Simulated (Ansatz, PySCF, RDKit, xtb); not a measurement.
**CH5AlBe: a search for the lowest isomer**

Given the formula CH5AlBe and nothing else, which arrangement of the atoms is the most stable in the gas at 298.15 K, and what are its properties?

The funnel: GFN2-xTB relaxations, single points with a density functional, relaxations at B3LYP-D4/def2-TZVP, harmonic vibrations, and a last energy at a higher level. All values are calculated.

7 further runs of the same task are left out: 7 set aside as unsound or not needed.

### Step 1. Possible bonding patterns

All bonding patterns within simple valence rules are listed by program: one Lewis structure each, at most two rings and one unusual centre or charged pair. O–O, O–halogen and N–halogen bonds and N–N–N chains are not drawn. That gives 5 candidates.

| label | SMILES | spin |
| --- | --- | --- |
| c068 | [BeH][AlH][CH3] | singlet |
| c103 | [BeH][CH2][AlH2] | singlet |
| c198 | [CH3][BeH-][AlH+] | singlet |
| c330 | [CH3][Be][AlH2] | singlet |
| c882 | [BeH2-][Al+][CH3] | singlet |

Candidates are built by distance geometry, with a force field where one applies, in up to four conformers (letters a to d). 16 starts with atoms placed at random are added, to find patterns that the rules miss.

Q: Predict the outcome of this search (final energies at CCSD(T)/def2-TZVPP).

| quantity | value |
| --- | --- |
| lowest structure found | [BeH][CH2][AlH2], singlet, Cs |
| next finalist | [CH3][Be][AlH2], singlet, 7.6 kcal/mol higher in G |
| share at equilibrium, among the finalists | 100.0 % |
| harmonic wavenumbers, lowest and highest (B3LYP-D4/def2-TZVP) | 126 and 3050 cm⁻¹ |
| rotational constants, same geometry | 0.9485, 0.179, 0.1666 cm⁻¹ |
| dipole moment (PBE0/def2-TZVPD) | 1.09 D |
| HOMO energy (PBE0/def2-TZVPD) | -7.93 eV |
| LUMO energy (PBE0/def2-TZVPD) | -1.39 eV |
| HOMO–LUMO gap (PBE0/def2-TZVPD) | 6.54 eV |
| lowest excitation (TD-CAM-B3LYP/def2-SVPD) | 5.34 eV (f = 0.012) |
| strongest of the states computed, same level | 7.13 eV (f = 0.059) |
| lowest triplet excitation, same level, Tamm-Dancoff | 4.92 eV |
| vertical ionisation energy | 9.99 eV |
| vertical electron affinity | 0.02 eV |
| vertical triplet less singlet | +4.72 eV |

The lowest structure found is `[BeH][CH2][AlH2]`. Among the finalists first place is clear (7.6 kcal/mol); structures outside the list aren't covered. GFN2-xTB, r2SCAN-D4/def2-SVP, B3LYP-D4/def2-TZVP, HF/def2-TZVPP and MP2/def2-TZVPP already put its bonding pattern lowest among the structures in one piece; HF/STO-3G favours the singlet [BeH][AlH][CH3]. One minimum inside the window was never screened. Lowest found is not proven lowest: the search is finite, and each finalist counts with one conformer. Patterns outside the rules of the enumeration were met only by chance. The lowest isomer need not be the one that is made and kept in a bottle, which depends on barriers.
